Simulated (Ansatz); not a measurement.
# TiSn2: the cost of one run

Method: DFT PBE, scalar-relativistic, plane waves, PAW, in Ansatz 0.2.0.

## 1. Starting point

The structure is hexagonal, space group P6/mmm (No. 191). The conventional cell has a = 4.044 Å, b = 4.044 Å, c = 4.367 Å, α = 90.00°, β = 90.00°, γ = 120.00°. Ti (site symmetry 6/mmm) has 12 Sn at 3.20 Å as nearest neighbours. Sn (site symmetry -6m2) has 3 Sn at 2.33 Å as nearest neighbours.

Structure file:

```cif
data_structure
_symmetry_space_group_name_H-M 'P6/mmm'
_symmetry_Int_Tables_number 191
_cell_length_a 4.0443
_cell_length_b 4.0443
_cell_length_c 4.3668
_cell_angle_alpha 90.000
_cell_angle_beta 90.000
_cell_angle_gamma 120.000
_cell_volume 61.86
loop_
_atom_site_label
_atom_site_type_symbol
_atom_site_symmetry_multiplicity
_atom_site_Wyckoff_symbol
_atom_site_fract_x
_atom_site_fract_y
_atom_site_fract_z
_atom_site_occupancy
Ti1 Ti 1 a 0.00000 0.00000 0.00000 1
Sn1 Sn 2 d 0.33333 0.66667 0.50000 1
```

This is candidate A: AlB2 type (P6/mmm, No. 191).

(A quick probe on a coarse mesh, which set the mesh and smearing, is not shown.)

## 3. Rough relaxation on the coarse mesh (candidate A)

The input, input.yaml:

```yaml
crystal:
  lattice:
    - [4.044335019, 0.0, 0.0]
    - [-2.0221675095, 3.5024968679, 0.0]
    - [0.0, 0.0, 4.3668069143]
  atoms:
    - { symbol: Ti, position: [0.0, 0.0, 0.0] }
    - { symbol: Sn, position: [0.3333333333, 0.6666666667, 0.5] }
    - { symbol: Sn, position: [0.6666666667, 0.3333333333, 0.5] }
basis:
  ecutwfc: 420
kpoints:
  mp_grid: { grid: [6, 6, 4] }
hamiltonian:
  xc: pbe
scf:
  occupations: { method: gaussian, width: 0.1 }
  lower_state_search: "off"
output:
  forces: true
  stress: true
  eigenvalues: true
relax:
  adjacent_minimum: "off"
  f_tol: 0.04
  max_steps: 70
  cell: { stress_tol: 0.4 }
```

Launch:

```
> ansatz run input.yaml --threads 1 --pin off --max-ram 2560MiB --backend cpu --events-out ev --progress --plain --runs-dir out
```

What time and memory should one allow on 1 thread of Arm Neoverse V2, shared host?

About 30 s, with a peak of 0.35 GiB.
